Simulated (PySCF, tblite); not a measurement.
# C5H8O2S: a rotation path, then NMR shifts on frames, part 2 of 2

tblite 0.8.0 and PySCF 2.14.0. Atoms count from 0. Earlier steps stand in the parts before.

## (5) NMR shieldings: image 4, PBE0/pcSseg-1

What the job is given:

```
{"job": {"kind": "nmr", "xc": "PBE0", "basis": "pcSseg-1", "pop": false}, "charge": 0, "multiplicity": 1}
C      2.766300    -1.141200    -0.291800
C      1.842100    -0.273200    -0.042600
C      0.932500     0.616300     0.230000
C     -0.042200     1.157900    -0.746300
S     -1.735600     0.489600    -0.411900
C     -1.577200    -0.638200     1.006400
O     -2.578900     1.584400    -0.013900
O     -2.145000    -0.287100    -1.549800
H      3.767100    -0.842500    -0.559900
H      2.581200    -2.202600    -0.241400
H      0.838500     0.979600     1.245700
H     -0.153100     2.236100    -0.662000
H      0.184700     0.867100    -1.767500
H     -2.565900    -1.041400     1.186400
H     -1.241600    -0.073800     1.865200
H     -0.880700    -1.422200     0.742000
```

With the program's defaults for keys left out, this is: GIAO PBE0/pcSseg-1 NMR shielding, non-relativistic, gas phase.

Output:

```text
coarse grid: 14192 points
cycle   1  E = -742.9421458684  dE =  1.785e+00  |g| = 1.152e+00  |ddm| = 3.982e+00
cycle   2  E = -742.3100761996  dE =  6.321e-01  |g| = 2.179e+00  |ddm| = 2.935e+00
cycle   3  E = -743.1794137935  dE = -8.693e-01  |g| = 1.974e-01  |ddm| = 2.169e+00
cycle   4  E = -743.1877811111  dE = -8.367e-03  |g| = 8.197e-02  |ddm| = 2.491e-01
cycle   5  E = -743.1892285719  dE = -1.447e-03  |g| = 3.279e-02  |ddm| = 8.479e-02
cycle   6  E = -743.1895014565  dE = -2.729e-04  |g| = 5.327e-03  |ddm| = 2.863e-02
cycle   7  E = -743.1895076636  dE = -6.207e-06  |g| = 2.140e-03  |ddm| = 6.340e-03
final grid: 133184 points
cycle   8  E = -743.2619218200  dE = -3.042e-05  |g| = 1.330e-02  |ddm| = 4.235e-02
cycle   9  E = -743.2618753363  dE =  4.648e-05  |g| = 2.018e-02  |ddm| = 2.901e-02
cycle  10  E = -743.2619583278  dE = -8.299e-05  |g| = 3.033e-03  |ddm| = 1.889e-02
cycle  11  E = -743.2619600988  dE = -1.771e-06  |g| = 2.923e-04  |ddm| = 2.504e-03
cycle  12  E = -743.2619601101  dE = -1.135e-08  |g| = 2.136e-04  |ddm| = 4.086e-04
cycle  13  E = -743.2619601192  dE = -9.085e-09  |g| = 4.508e-05  |ddm| = 1.907e-04
cycle  14  E = -743.2619601196  dE = -3.504e-10  |g| = 1.708e-05  |ddm| = 5.041e-05
converged SCF energy = -743.2619601196

GIAO shielding tensors (ppm)
atom      isotropic    diamagn.    paramagn.     s11        s22        s33       span
  0 C      106.097     261.527    -155.430     16.384    131.102    170.805    154.421
  1 C      -36.804     264.479    -301.284    -63.046    -50.501      3.134     66.180
  2 C       98.827     261.047    -162.220     12.478    116.316    167.686    155.208
  3 C      117.188     256.589    -139.400     84.431     96.986    170.149     85.717
  4 S      192.845    1050.865    -858.020     44.690    193.565    340.279    295.589
  5 C      139.868     257.091    -117.222    113.892    126.352    179.362     65.470
  6 O       94.394     396.863    -302.468     46.988     76.516    159.679    112.691
  7 O       92.773     399.299    -306.526     47.281     77.901    153.136    105.856
  8 H       26.457      27.676      -1.219     24.420     24.929     30.023      5.603
  9 H       26.523      32.047      -5.524     24.457     25.153     29.960      5.503
 10 H       26.247      32.808      -6.560     23.739     26.766     28.238      4.499
 11 H       27.937      31.530      -3.593     24.846     28.056     30.909      6.063
 12 H       27.901      32.520      -4.619     25.346     27.776     30.581      5.235
 13 H       28.966      28.543       0.423     26.747     27.095     33.057      6.310
 14 H       29.357      32.550      -3.193     26.211     28.159     33.701      7.491
 15 H       28.963      33.928      -4.965     25.214     28.710     32.965      7.751
```

Run time: 20 s. Hardware: 1 thread of INTEL XEON PLATINUM 8581C at 2.30GHz, shared host; peak memory 0.9 GiB.

This run: δ C1 223.7, C2 88.1, C0 80.8, C3 69.7, H10 5.47, H8 5.26 ppm.

## (6) Nuclear shieldings: image 6, PBE0/pcSseg-1

What the job is given:

```
{"job": {"kind": "nmr", "xc": "PBE0", "basis": "pcSseg-1", "pop": false}, "charge": 0, "multiplicity": 1}
C      2.881400    -1.116000    -0.568700
C      1.906800    -0.367400    -0.171000
C      0.956600     0.402000     0.274100
C     -0.009700     1.143900    -0.570400
S     -1.669900     0.345100    -0.494800
C     -1.782400    -0.388100     1.166200
O     -2.662900     1.381000    -0.594500
O     -1.718000    -0.721500    -1.455300
H      3.875300    -0.721800    -0.710200
H      2.744900    -2.164300    -0.780000
H      0.826600     0.501300     1.344600
H     -0.171100     2.162400    -0.227100
H      0.261100     1.128600    -1.622400
H     -2.776000    -0.808500     1.256800
H     -1.638700     0.395500     1.898200
H     -1.031700    -1.163300     1.243200
```

Method: GIAO PBE0/pcSseg-1 NMR shielding, non-relativistic, gas phase.

Output:

```text
coarse grid: 14192 points
cycle   1  E = -742.9444777348  dE =  1.789e+00  |g| = 1.151e+00  |ddm| = 3.975e+00
cycle   2  E = -742.3111054019  dE =  6.334e-01  |g| = 2.179e+00  |ddm| = 2.877e+00
cycle   3  E = -743.1817866578  dE = -8.707e-01  |g| = 1.976e-01  |ddm| = 2.109e+00
cycle   4  E = -743.1901192424  dE = -8.333e-03  |g| = 8.306e-02  |ddm| = 2.442e-01
cycle   5  E = -743.1916109904  dE = -1.492e-03  |g| = 3.289e-02  |ddm| = 8.668e-02
cycle   6  E = -743.1918873024  dE = -2.763e-04  |g| = 4.946e-03  |ddm| = 2.877e-02
cycle   7  E = -743.1918927654  dE = -5.463e-06  |g| = 1.912e-03  |ddm| = 5.973e-03
final grid: 133184 points
cycle   8  E = -743.2643024602  dE = -3.268e-05  |g| = 1.340e-02  |ddm| = 4.185e-02
cycle   9  E = -743.2642569179  dE =  4.554e-05  |g| = 2.017e-02  |ddm| = 2.847e-02
cycle  10  E = -743.2643395725  dE = -8.265e-05  |g| = 3.049e-03  |ddm| = 1.828e-02
cycle  11  E = -743.2643413799  dE = -1.807e-06  |g| = 2.893e-04  |ddm| = 2.545e-03
cycle  12  E = -743.2643413907  dE = -1.079e-08  |g| = 2.089e-04  |ddm| = 3.858e-04
cycle  13  E = -743.2643414002  dE = -9.442e-09  |g| = 4.637e-05  |ddm| = 2.004e-04
cycle  14  E = -743.2643414006  dE = -3.986e-10  |g| = 1.661e-05  |ddm| = 4.975e-05
converged SCF energy = -743.2643414006

GIAO shielding tensors (ppm)
atom      isotropic    diamagn.    paramagn.     s11        s22        s33       span
  0 C      105.849     261.179    -155.329     15.746    131.122    170.679    154.933
  1 C      -37.611     263.163    -300.773    -62.650    -53.660      3.477     66.128
  2 C      100.674     261.245    -160.571     15.831    121.239    164.951    149.120
  3 C      120.241     256.863    -136.622     92.118    101.274    167.330     75.212
  4 S      194.695    1051.437    -856.742     45.197    190.528    348.359    303.162
  5 C      141.556     257.550    -115.994    116.126    125.367    183.176     67.050
  6 O      100.671     396.197    -295.526     48.352     80.162    173.500    125.147
  7 O      112.179     401.482    -289.303     62.503    117.081    156.952     94.450
  8 H       26.476      27.765      -1.290     24.477     24.962     29.988      5.512
  9 H       26.486      31.454      -4.968     24.389     25.103     29.967      5.577
 10 H       26.402      33.524      -7.122     23.689     26.649     28.869      5.180
 11 H       28.127      32.047      -3.920     24.422     28.372     31.588      7.165
 12 H       28.060      32.233      -4.173     25.607     27.816     30.757      5.149
 13 H       28.981      28.272       0.709     26.685     26.998     33.260      6.574
 14 H       29.522      31.918      -2.395     26.833     27.530     34.204      7.371
 15 H       28.802      33.555      -4.753     24.938     28.848     32.619      7.681
```

It took 21 s on 1 thread of INTEL XEON PLATINUM 8581C at 2.30GHz, shared host; peak memory 0.88 GiB.

This run: δ C1 224.5, C2 86.3, C0 81.1, C3 66.7, H10 5.31, H8 5.24 ppm.

## (7) Nuclear shieldings: image 8, PBE0/pcSseg-1

What the job is given:

```
{"job": {"kind": "nmr", "xc": "PBE0", "basis": "pcSseg-1", "pop": false}, "charge": 0, "multiplicity": 1}
C      2.690500    -1.171100    -0.801600
C      1.888100    -0.361200    -0.196200
C      1.081900     0.466500     0.402500
C      0.039800     1.238500    -0.319100
S     -1.440800     0.172800    -0.537400
C     -1.913300    -0.286200     1.157600
O     -2.494400     0.975100    -1.098700
O     -1.061700    -1.022700    -1.236500
H      3.662700    -0.862500    -1.151000
H      2.411800    -2.195300    -0.987500
H      1.110500     0.564100     1.480300
H     -0.298500     2.118200     0.218800
H      0.336500     1.501100    -1.330900
H     -2.812500    -0.885200     1.088400
H     -2.104400     0.620300     1.716300
H     -1.103800    -0.863500     1.583700
```

Method: GIAO PBE0/pcSseg-1 NMR shielding, non-relativistic, gas phase.

Output:

```text
coarse grid: 14192 points
cycle   1  E = -742.9483809662  dE =  1.795e+00  |g| = 1.149e+00  |ddm| = 3.970e+00
cycle   2  E = -742.3160207053  dE =  6.324e-01  |g| = 2.175e+00  |ddm| = 2.934e+00
cycle   3  E = -743.1847576343  dE = -8.687e-01  |g| = 2.006e-01  |ddm| = 2.159e+00
cycle   4  E = -743.1933417256  dE = -8.584e-03  |g| = 8.396e-02  |ddm| = 2.465e-01
cycle   5  E = -743.1948414214  dE = -1.500e-03  |g| = 3.408e-02  |ddm| = 8.735e-02
cycle   6  E = -743.1951320307  dE = -2.906e-04  |g| = 5.234e-03  |ddm| = 2.960e-02
cycle   7  E = -743.1951372736  dE = -5.243e-06  |g| = 2.474e-03  |ddm| = 6.274e-03
final grid: 133184 points
cycle   8  E = -743.2667131993  dE = -1.848e-05  |g| = 1.349e-02  |ddm| = 3.391e-02
cycle   9  E = -743.2666578927  dE =  5.531e-05  |g| = 2.138e-02  |ddm| = 2.957e-02
cycle  10  E = -743.2667498883  dE = -9.200e-05  |g| = 3.086e-03  |ddm| = 1.956e-02
cycle  11  E = -743.2667517825  dE = -1.894e-06  |g| = 2.804e-04  |ddm| = 2.518e-03
cycle  12  E = -743.2667517929  dE = -1.045e-08  |g| = 1.946e-04  |ddm| = 3.789e-04
cycle  13  E = -743.2667518001  dE = -7.219e-09  |g| = 4.056e-05  |ddm| = 1.743e-04
cycle  14  E = -743.2667518004  dE = -2.694e-10  |g| = 1.631e-05  |ddm| = 4.246e-05
converged SCF energy = -743.2667518004

GIAO shielding tensors (ppm)
atom      isotropic    diamagn.    paramagn.     s11        s22        s33       span
  0 C      105.264     261.886    -156.622     13.591    132.125    170.076    156.485
  1 C      -41.315     264.206    -305.521    -62.304    -61.523     -0.116     62.188
  2 C      103.213     261.725    -158.513     19.710    124.601    165.328    145.617
  3 C      124.956     258.248    -133.292     98.750    111.646    164.473     65.723
  4 S      194.813    1052.388    -857.575     41.333    184.100    359.007    317.674
  5 C      142.763     257.752    -114.989    115.730    124.255    188.303     72.572
  6 O      115.306     396.717    -281.412     67.422    100.823    177.672    110.250
  7 O      126.740     403.803    -277.063     66.918    136.238    177.064    110.146
  8 H       26.473      27.752      -1.278     24.521     24.868     30.030      5.509
  9 H       26.391      32.153      -5.761     24.084     25.238     29.853      5.769
 10 H       26.514      32.488      -5.974     23.576     27.392     28.574      4.998
 11 H       28.589      32.864      -4.275     25.378     28.282     32.108      6.730
 12 H       28.325      32.222      -3.898     24.769     28.089     32.117      7.348
 13 H       29.047      28.609       0.439     26.576     26.917     33.650      7.074
 14 H       29.645      31.191      -1.546     26.863     27.382     34.692      7.829
 15 H       28.978      33.435      -4.457     25.080     29.034     32.821      7.741
```

Run time: 21 s. Hardware: 1 thread of INTEL XEON PLATINUM 8581C at 2.30GHz, shared host; peak memory 0.88 GiB.

In short: δ C1 228.2, C2 83.7, C0 81.7, C3 62.0, H9 5.33, H8 5.24 ppm.

## (8) Side by side: NMR shifts

Shifts (ppm) of some atoms, chosen among heavy atoms and hydrogens apart, with basis size and wall time:

| frame | C1 | C2 | C3 | H14 | H15 | O7 | O6 | functions | time |
| --- | --- | --- | --- | --- | --- | --- | --- | --- | --- |
| image 0 | 223.2 | 89.1 | 63.5 | 3.06 | 2.01 | 224.4 | 215.1 | 183 | 22 s |
| image 2 | 224.3 | 89.2 | 67.1 | 2.86 | 2.25 | 237.8 | 227.4 | 183 | 21 s |
| image 4 | 223.7 | 88.1 | 69.7 | 2.36 | 2.75 | 243.3 | 241.7 | 183 | 20 s |
| image 6 | 224.5 | 86.3 | 66.7 | 2.19 | 2.92 | 223.9 | 235.4 | 183 | 21 s |
| image 8 | 228.2 | 83.7 | 62.0 | 2.07 | 2.74 | 209.3 | 220.8 | 183 | 21 s |

## (9) Results

What follows sums up all 2 parts.

```
                                       quantity                                               value
                                        barrier                  0.095 eV (2.2 kcal/mol) at image 4
                          end to end (GFN2-xTB)                                            0.036 eV
13C shifts against TMS (PBE0/pcSseg-1, image 0)                   223.2, 89.1, 79.7, 63.5, 42.7 ppm
 1H shifts against TMS (PBE0/pcSseg-1, image 0)  5.72, 5.17, 5.07, 3.50, 3.27, 3.06, 2.64, 2.01 ppm
33S shifts against CS2 (PBE0/pcSseg-1, image 0)                                             308 ppm
17O shifts against H2O (PBE0/pcSseg-1, image 0)                                    224.4, 215.1 ppm
                       range of the shift of O7                                  209.3 to 243.3 ppm
```

**Reading.** Along the band the dihedral turns by 120°, and the top (dihedral -1°) lies 2.2 kcal/mol above the start (GFN2-xTB, rough), so at room temperature this motion is fast. Ends this close can change order at a higher level. The top was not checked by a frequency run. Shifts at one fixed geometry are not the observed spectrum, which averages over the motion. In the first frame run (image 0): Shielding is most anisotropic at S4 (span 306 ppm, paramagnetic term -855 ppm). In ppm, O7 moves most: its shift spreads over 34.0 ppm, from 209.3 (image 8) to 243.3 (image 4).
